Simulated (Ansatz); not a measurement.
**CH6FNOSi: up Jacob's ladder to CCSD(T)**

An exercise on one series of results from a longer session: the logs are not shown, and one member is left open.

Method: functionals in def2-TZVPP, the program's frozen cores in correlated methods; program: Ansatz 0.2.0, Gaussian basis.

The runs, in order: LDA (SPW92), PBE-D4, revPBE-D4, BLYP-D4, r2SCAN-D4, B97M-V, PBE0-D4, B3LYP-D4, r2SCANh-D4, r2SCAN0-D4, HSE06-D4, BHLYP-D4, CAM-B3LYP-D4, LC-ωPBE, ωB97X-V, ωB97M-V, B2PLYP, PBE-QIDH; CCSD(T)/def2-SVP; CCSD(T)/def2-TZVPP; MP2/def2-QZVPP; extrapolation to the limit; RPA on PBE.

## The relaxed structure

The geometry comes from an earlier relaxation with PBE0-D4 in a triple-zeta def2 set; it is a stationary point, not always the lowest conformer.

SMILES `NCO[SiH2]F`, 11 atoms, charge 0, spin multiplicity 1.

Atoms are counted from 1 here; the program's logs count them from 0.

Bond lengths: N1–C2 1.417 Å, N1–H6 1.011 Å, N1–H7 1.011 Å, C2–O3 1.437 Å, C2–H8 1.096 Å, C2–H9 1.091 Å, O3–Si4 1.622 Å, Si4–F5 1.602 Å, Si4–H10 1.484 Å, Si4–H11 1.475 Å. Angles: C2–N1–H6 111.7°, C2–N1–H7 112.3°, H6–N1–H7 108.6°, N1–C2–O3 115.0°, N1–C2–H8 109.1°, N1–C2–H9 109.3°, O3–C2–H8 109.1°, O3–C2–H9 105.6°, H8–C2–H9 108.6°, C2–O3–Si4 124.7°, O3–Si4–F5 110.7°, O3–Si4–H10 110.9°, O3–Si4–H11 107.6°, F5–Si4–H10 105.5°, F5–Si4–H11 108.1°, H10–Si4–H11 114.1°.

The first run:

in.yaml

```yaml
crystal:
  periodic: [false, false, false]
  atoms:
    - {symbol: N, position_ang: [-0.290793, 1.302366, -1.257793]}
    - {symbol: C, position_ang: [-0.687969, -0.009613, -0.899061]}
    - {symbol: O, position_ang: [-0.684923, -0.280285, 0.512027]}
    - {symbol: Si, position_ang: [0.594921, -0.831038, 1.343160]}
    - {symbol: F, position_ang: [1.747444, 0.278973, 1.410151]}
    - {symbol: H, position_ang: [-0.884656, 2.002148, -0.833465]}
    - {symbol: H, position_ang: [0.668912, 1.496190, -1.004016]}
    - {symbol: H, position_ang: [-0.036497, -0.731516, -1.403969]}
    - {symbol: H, position_ang: [-1.714173, -0.178982, -1.227695]}
    - {symbol: H, position_ang: [1.207735, -1.997282, 0.661053]}
    - {symbol: H, position_ang: [0.145300, -1.108064, 2.720307]}
basis:
  gaussian: {orbitals: def2-TZVPP}
hamiltonian: {xc: lda}
output: {orbitals: {seedname: orbitals}}
```

On the command line:

```bash
> ansatz run in.yaml --threads 4 --pin off --events-out ev --progress --plain --max-ram 10444MiB
```

Steps of the session up to this table: LDA; PBE-D4 (GGA); revPBE-D4 (GGA); BLYP-D4 (GGA); r2SCAN-D4 (meta-GGA); B97M-V (meta-GGA); B3LYP-D4 (hybrid); r2SCANh-D4 (hybrid); r2SCAN0-D4 (hybrid); HSE06-D4 (hybrid); BHLYP-D4 (hybrid); CAM-B3LYP-D4 (range-separated); LC-ωPBE (range-separated); ωB97X-V (range-separated); ωB97M-V (range-separated); B2PLYP (double hybrid); PBE-QIDH (double hybrid).

One table of the session follows, with a row left open; its other results are not shown here.

It belongs to the step «Orbital energies across the functionals». 

```
  functional  HOMO (eV)  LUMO (eV)  gap (eV)
 LDA (SPW92)      -6.35      -0.42      5.93
      PBE-D4      -6.18      -0.15      6.03
   revPBE-D4      -6.12      -0.03      6.09
     BLYP-D4      -6.07      -0.08      5.99
   r2SCAN-D4      -6.51       0.34      6.85
      B97M-V      -6.67       0.01      6.68
     PBE0-D4      -7.69       0.71      8.40
    B3LYP-D4      -7.44       0.43      7.87
  r2SCANh-D4      -7.07       0.62      7.69
  r2SCAN0-D4          ?          ?         ?
    HSE06-D4      -7.28       0.34      7.62
    BHLYP-D4      -9.14       1.45     10.60
CAM-B3LYP-D4      -9.16       1.58     10.75
     LC-ωPBE     -10.57       2.86     13.43
     ωB97X-V     -10.20       2.68     12.87
     ωB97M-V     -10.12       2.29     12.41
```

**Question.** Estimate the row for r2SCAN0-D4.

Worked estimate for «HOMO (eV)». Against the share of exact exchange, r2SCAN-D4 (0, -6.51), r2SCANh-D4 (0.1, -7.07) give a slope of -5.60 per unit share; at 0.25 the line stands at -7.91.

As computed: HOMO (eV): -7.93; LUMO (eV): 1.03; gap (eV): 8.95. In «HOMO (eV)» the line misses by +0.02.
